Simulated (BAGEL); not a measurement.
**AlSiNH6O (SMILES [NH2][AlH][SiH2]O) at RI-MP2/def2-SVP (density fitting with qzvpp-jkfit)**

Aim: the energy change on altering one bond length of AlSiNH6O at RI-MP2/def2-SVP (density fitting with qzvpp-jkfit), from 2 runs. 

Program for the calculation: BAGEL 1.2.2.

## (1) The structure to begin with

The species is AlSiNH6O (10 atoms), meant as a singlet with charge 0. SMILES: `[NH2][AlH][SiH2]O`. The shape is that of a PBE0-D4/def2-TZVP optimisation. This is one conformer, not always the lowest.

Bond lengths: N1–Al2 1.771 Å, Al2–Si3 2.466 Å, Si3–O4 1.666 Å, N1–H5 1.008 Å, N1–H6 1.008 Å, Al2–H7 1.589 Å, Si3–H8 1.498 Å, Si3–H9 1.490 Å, O4–H10 0.958 Å. Some angles: N1–Al2–Si3 115.9°, Al2–Si3–O4 112.2°, N1–Al2–H7 117.2°, Si3–Al2–H7 126.9°, Al2–N1–H5 125.3°, Al2–N1–H6 124.5°, Al2–Si3–H8 111.5°, Al2–Si3–H9 112.0°, O4–Si3–H8 110.3°, O4–Si3–H9 104.5°.

## (2) A single-point energy at RI-MP2/def2-SVP (density fitting with qzvpp-jkfit)

Contents of input.json:

```json
{ "bagel": [

{
  "title": "molecule",
  "basis": "svp",
  "df_basis": "qzvpp-jkfit",
  "angstrom": "true",
  "geometry": [
    { "atom": "N", "xyz": [   -0.443500,    1.949800,   -0.485900 ] },
    { "atom": "Al", "xyz": [    0.161400,    0.932500,    0.831000 ] },
    { "atom": "Si", "xyz": [    0.498100,   -1.448400,    0.284800 ] },
    { "atom": "O", "xyz": [   -0.117800,   -1.843200,   -1.212400 ] },
    { "atom": "H", "xyz": [   -0.638800,    2.936000,   -0.417000 ] },
    { "atom": "H", "xyz": [   -0.588300,    1.632600,   -1.431200 ] },
    { "atom": "H", "xyz": [    0.407600,    1.632900,    2.235800 ] },
    { "atom": "H", "xyz": [   -0.081900,   -2.341300,    1.338200 ] },
    { "atom": "H", "xyz": [    1.942800,   -1.801100,    0.197600 ] },
    { "atom": "H", "xyz": [   -1.056500,   -1.701000,   -1.337900 ] }
  ]
},
{ "title": "hf" },
{ "title": "mp2", "ncore": 12 }

]}
```

Run with:

```bash
$ BAGEL_NUM_THREADS=1 BAGEL input.json > input.out
```

What it wrote:

```text
* using 1 threads per process

  ===============================================================
  ===============================================================

  *** Geometry ***

  { "atom" : "N", "xyz" : [     -0.838094,      3.684588,     -0.918218 ] },
  { "atom" : "Al", "xyz" : [      0.305002,      1.762170,      1.570362 ] },
  { "atom" : "Si", "xyz" : [      0.941273,     -2.737079,      0.538194 ] },
  { "atom" : "O", "xyz" : [     -0.222610,     -3.483143,     -2.291104 ] },
  { "atom" : "H", "xyz" : [     -1.207157,      5.548236,     -0.788016 ] },
  { "atom" : "H", "xyz" : [     -1.111726,      3.085167,     -2.704576 ] },
  { "atom" : "H", "xyz" : [      0.770252,      3.085734,      4.225050 ] },
  { "atom" : "H", "xyz" : [     -0.154769,     -4.424416,      2.528832 ] },
  { "atom" : "H", "xyz" : [      3.671360,     -3.403586,      0.373410 ] },
  { "atom" : "H", "xyz" : [     -1.996496,     -3.214424,     -2.528265 ] },

  Number of auxiliary basis functions:      518

  Since a DF basis is specified, we compute 2- and 3-index integrals:
    o Being stored without compression. Storage requirement is 0.037 GB

  Number of basis functions:       94
  Number of electrons      :       48

    * METHOD: MOLECULE                             0.43

  *** RHF ***

  === Nuclear Repulsion ===
   198.6417286209

      * DIIS with orbital gradients will be used.

  === RHF iteration (svp) ===
      0       -663.14433458          0.02156839           0.13
      1       -663.32678844          0.01472813           0.12
      2       -663.44522280          0.00131148           0.12
      3       -663.44708371          0.00025594           0.12
      4       -663.44713816          0.00011315           0.12
      5       -663.44714710          0.00002236           0.12
      6       -663.44714784          0.00000717           0.12
      7       -663.44714792          0.00000181           0.12
      8       -663.44714792          0.00000054           0.12
      9       -663.44714792          0.00000016           0.12
     10       -663.44714792          0.00000008           0.12
     11       -663.44714792          0.00000002           0.12
     12       -663.44714792          0.00000000           0.12
    * SCF iteration converged.

    * Permanent dipole moment:
           (    0.634865,    -0.644333,     0.127103) a.u.

    * METHOD: HF                                   1.89

  *** RHF ***

  === Nuclear Repulsion ===
   198.6417286209

      * DIIS with orbital gradients will be used.

  === RHF iteration (svp) ===
      0       -663.44714792          0.00000000           0.12
    * SCF iteration converged.

    * Permanent dipole moment:
           (    0.634865,    -0.644333,     0.127103) a.u.

  === DF-MP2 calculation ===

    * freezing 12 orbitals
    * 3-index integral transformation done
    * assembly done

      MP2 correlation energy:   -0.5209680546      0.07

      MP2 total energy:       -663.9681159791

    * METHOD: MP2                                  0.32

  ===============================================================
```

It took 2.9 s on 1 thread of Intel Xeon Platinum 8375C at 2.90GHz (Ice Lake), shared host; peak memory 0.15 GiB.

## (3) The distorted shape, same level

Contents of input.json:

```json
{ "bagel" : [

{
  "title" : "molecule",
  "basis" : "svp",
  "df_basis" : "qzvpp-jkfit",
  "angstrom" : true,
  "geometry" : [
    { "atom" : "N", "xyz" : [       0.025847,       1.878700,      -0.423150 ] },
    { "atom" : "Al", "xyz" : [       0.630747,       0.861400,       0.893750 ] },
    { "atom" : "Si", "xyz" : [       0.967447,      -1.519500,       0.347550 ] },
    { "atom" : "O", "xyz" : [       0.351547,      -1.914300,      -1.149650 ] },
    { "atom" : "H", "xyz" : [      -0.169453,       2.864900,      -0.354250 ] },
    { "atom" : "H", "xyz" : [      -0.118953,       1.561500,      -1.368450 ] },
    { "atom" : "H", "xyz" : [       0.876947,       1.561800,       2.298550 ] },
    { "atom" : "H", "xyz" : [       0.387447,      -2.412400,       1.400950 ] },
    { "atom" : "H", "xyz" : [       2.412147,      -1.872200,       0.260350 ] },
    { "atom" : "H", "xyz" : [      -1.056500,      -1.701000,      -1.337900 ] }
  ]
},

{
  "title" : "hf"
},

{
  "title" : "mp2",
  "ncore" : 12
}

]}
```

Run with:

```bash
$ BAGEL_NUM_THREADS=1 BAGEL input.json > input.out
```

What it wrote:

```text
* using 1 threads per process

  ===============================================================
  ===============================================================

  *** Geometry ***

  { "atom" : "N", "xyz" : [      0.048844,      3.550228,     -0.799638 ] },
  { "atom" : "Al", "xyz" : [      1.191939,      1.627810,      1.688943 ] },
  { "atom" : "Si", "xyz" : [      1.828210,     -2.871439,      0.656774 ] },
  { "atom" : "O", "xyz" : [      0.664328,     -3.617503,     -2.172524 ] },
  { "atom" : "H", "xyz" : [     -0.320220,      5.413876,     -0.669435 ] },
  { "atom" : "H", "xyz" : [     -0.224789,      2.950807,     -2.585996 ] },
  { "atom" : "H", "xyz" : [      1.657190,      2.951374,      4.343630 ] },
  { "atom" : "H", "xyz" : [      0.732169,     -4.558775,      2.647412 ] },
  { "atom" : "H", "xyz" : [      4.558297,     -3.537945,      0.491990 ] },
  { "atom" : "H", "xyz" : [     -1.996496,     -3.214424,     -2.528265 ] },

  Number of auxiliary basis functions:      518

  Since a DF basis is specified, we compute 2- and 3-index integrals:
    o Being stored without compression. Storage requirement is 0.037 GB

  Number of basis functions:       94
  Number of electrons      :       48

    * METHOD: MOLECULE                             0.37

  *** RHF ***

  === Nuclear Repulsion ===
   196.5618048006

      * DIIS with orbital gradients will be used.

  === RHF iteration (svp) ===
      0       -662.99027599          0.02240898           0.11
      1       -663.15122996          0.01763629           0.09
      2       -663.33506288          0.00198953           0.08
      3       -663.33853906          0.00101578           0.09
      4       -663.33939240          0.00021672           0.09
      5       -663.33947398          0.00006387           0.09
      6       -663.33948388          0.00001922           0.08
      7       -663.33948483          0.00000751           0.09
      8       -663.33948500          0.00000373           0.09
      9       -663.33948505          0.00000148           0.08
     10       -663.33948505          0.00000076           0.09
     11       -663.33948506          0.00000025           0.09
     12       -663.33948506          0.00000012           0.09
     13       -663.33948506          0.00000005           0.08
     14       -663.33948506          0.00000002           0.09
     15       -663.33948506          0.00000001           0.09
    * SCF iteration converged.

    * Permanent dipole moment:
           (    0.801403,    -0.647600,     0.169529) a.u.

    * METHOD: HF                                   1.72

  *** RHF ***

  === Nuclear Repulsion ===
   196.5618048006

      * DIIS with orbital gradients will be used.

  === RHF iteration (svp) ===
      0       -663.33948506          0.00000001           0.09
    * SCF iteration converged.

    * Permanent dipole moment:
           (    0.801403,    -0.647600,     0.169529) a.u.

  === DF-MP2 calculation ===

    * freezing 12 orbitals
    * 3-index integral transformation done
    * assembly done

      MP2 correlation energy:   -0.5390195451      0.06

      MP2 total energy:       -663.8785046011

    * METHOD: MP2                                  0.26

  ===============================================================
```

Run time: 2.6 s. Hardware: 1 thread of Intel Xeon Platinum 8375C at 2.90GHz (Ice Lake), shared host; peak memory 0.15 GiB.

## (4) Results

At RI-MP2/def2-SVP (density fitting with qzvpp-jkfit), 12 core orbitals frozen:

| quantity | value |
| --- | --- |
| first shape: total energy | -663.96812 Eh |
| first shape: correlation energy (12 core orbitals frozen) | -521.0 mEh |
| distorted shape: total energy | -663.87850 Eh |
| distorted shape: correlation energy (12 core orbitals frozen) | -539.0 mEh |
| energy change with the O4–H10 bond stretched from 0.958 to 1.436 Å | 2.438 eV |

With the O4–H10 bond stretched from 0.958 to 1.436 Å the energy rises by 2.44 eV (56 kcal/mol). The first shape isn't relaxed at this level, so the change isn't measured from a minimum.
